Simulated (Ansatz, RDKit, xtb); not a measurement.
# Isomers of C6H7NOS, a sample narrowed down

A sample of isomers of C6H7NOS is drawn. Aim: find which of them has the lowest free energy at 298.15 K, then its properties. The sample is small against all isomers, and the most stable one of this formula need not be in it.

Plan: many cheap relaxations first (GFN2-xTB), then density-functional screening, relaxation at B3LYP/def2-SVP, vibrations (at GFN2-xTB) and a final energy. The numbers are computed, not measured.

### Step 1. Candidates

Isomers were taken from a list of plausible structures; this is a sample, not all of them. That gives 3 candidates.

```
label                SMILES     spin
 c016  O=C1C[C@@H]2CSC=C2N1  singlet
 c268  OC1=C[C@@H]2CSC=C2N1  singlet
 c726  OC1=NC2=CSC[C@@H]2C1  singlet
```

Candidates are built by distance geometry, with a force field where one applies, in up to four conformers (letters a to d).

**Question.** With final energies at CCSD(T)/def2-SVP + MP2/def2-TZVPP - MP2/def2-SVP, which structure will this search put lowest in free energy, and by what margin?

| quantity | value |
| --- | --- |
| lowest structure found | O=C1C[C@@H]2CSC=C2N1, singlet |
| next finalist | OC1=NC2=CSC[C@@H]2C1, singlet, 10.5 kcal/mol higher in G |
| share at equilibrium, among the finalists | 100.0 % |

The search ends on `O=C1C[C@@H]2CSC=C2N1`. The margin of 10.5 kcal/mol over the next finalist is beyond the usual error of the last level; it says nothing of structures that weren't ranked. GFN2-xTB, HF/STO-3G, r2SCAN-D4/def2-SVP, B3LYP/def2-SVP, HF/def2-SVP and MP2/def2-SVP already put its bonding pattern lowest among the structures in one piece. Lowest found is not proven lowest: the search is finite, and each finalist counts with one conformer. Only 3 drawn patterns were tried, so whole families of isomers are missing, and the result ranks this sample alone. The lowest isomer need not be the one that is made and kept in a bottle, which depends on barriers.
